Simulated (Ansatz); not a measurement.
# Sn2C3: the cost of one run

Computed with Ansatz 0.2.0 (DFT PBE, scalar-relativistic, plane waves, PAW, unless a step names another level, unless a step's input says otherwise).

1 further run of the same task is left out (it didn't finish).

## 1. Starting point

The structure is trigonal, space group P-3m1 (No. 164). Conventional cell: a = 4.240 Å, b = 4.240 Å, c = 14.403 Å, α = 90.00°, β = 90.00°, γ = 120.00°. Sn (site symmetry 3m) has 3 Sn at 3.09 Å as nearest neighbours. Around Sn (site symmetry 3m) lie 6 Sn at 3.09 to 3.14 Å. C (site symmetry 2) is surrounded by 3 C at 1.41 Å.

Structure file:

```xyz
10
Lattice="4.2401 0.0000 0.0000 -2.1200 3.6720 0.0000 0.0000 0.0000 14.4031" Properties=species:S:1:pos:R:3 pbc="T T T"
Sn    0.0000    0.0000   10.0630
Sn    2.1200    1.2240    8.1837
Sn    0.0000    0.0000    4.3401
Sn    0.0000    2.4480    6.2194
C     2.8267    0.0000    0.0000
C     1.4134    2.4480    0.0000
C    -1.4134    2.4480    0.0000
C     0.7067    1.2240    0.0000
C    -0.7067    1.2240    0.0000
C     1.4133    0.0000    0.0000
```

It came out lowest among 23 distinct ends of the trial cells. At a tolerance of 0.05 Å it has space group P-3m1 (No. 164).

## 2. Kick test: the unmoved cell on a coarse mesh

File input.yaml:

```yaml
crystal:
  lattice:
    - [4.2400633607, 0.0, 0.0]
    - [-2.1200316804, 3.6720025841, 0.0]
    - [0.0, 0.0, 14.4031025463]
  atoms:
    - { symbol: Sn, position: [0.0, 0.0, 0.6986656674] }
    - { symbol: Sn, position: [0.6666666667, 0.3333333333, 0.5681900808] }
    - { symbol: Sn, position: [0.0, 0.0, 0.3013343326] }
    - { symbol: Sn, position: [0.3333333333, 0.6666666667, 0.4318099192] }
    - { symbol: C, position: [0.6666720231, 0.0, 0.0] }
    - { symbol: C, position: [0.6666720231, 0.6666720231, 0.0] }
    - { symbol: C, position: [1.0, 0.6666720231, 0.0] }
    - { symbol: C, position: [0.3333279769, 0.3333279769, 0.0] }
    - { symbol: C, position: [1.0, 0.3333279769, 0.0] }
    - { symbol: C, position: [0.3333279769, 0.0, 0.0] }
basis:
  ecutwfc: 420
kpoints:
  mp_grid: { grid: [6, 6, 2] }
hamiltonian:
  xc: pbe
scf:
  occupations: { method: gaussian, width: 0.2 }
  lower_state_search: "off"
output:
  forces: true
  stress: true
  eigenvalues: true
```

Started as:

```console
$ ansatz run input.yaml --threads 1 --pin off --max-ram 2560MiB --backend cpu --events-out ev --progress --plain --runs-dir out
```

Q: Estimate wall time and peak memory on 1 thread of Intel Xeon at 2.50GHz (Skylake/Cascade Lake), shared host.

About 21 s, with a peak of 0.5 GiB.
